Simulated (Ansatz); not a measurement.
The system is GaGe3.

```
Ge Ga
1.0
     4.27847    0.00000    0.00000
     0.00000    4.27847    0.00000
     0.00000    0.00000    4.27847
Ge Ga
3 1
Direct
  0.50000 0.50000 0.00000
  0.50000 0.00000 0.50000
  0.00000 0.50000 0.50000
  0.00000 0.00000 0.00000
```

The cell comes from a database or a generator and needn't be the stable form of this composition.

Base run:

```yaml
Program: Ansatz 0.2.0
Functional: PBE
Potentials_or_basis: all-electron LAPW, scalar-relativistic
Cutoff: 170 eV
Density_cutoff: 679 eV
Basis_error_allowed: 0.002 eV/atom
k_mesh: 6 × 6 × 6
Occupations: fermi-dirac, width 0.05 eV
Spin: no spin polarisation
```

Its results: pressure 0.0 GPa.

**Question.** After a change of settings the same cell gave: pressure -4.8 GPa. Which change was it?
A. functional from PBE to PBEsol; potentials or basis from all-electron LAPW, scalar-relativistic to all-electron PAW datasets made for the crystal
B. functional from PBE to PBEsol
C. functional from PBE to LDA
D. functional from PBE to PBEsol; k mesh from 6 × 6 × 6 to 4 × 4 × 4

**Answer.** C.

LDA binds more tightly than PBE, so the same cell stands under less pressure.

Not every run made on this cell is shown here.
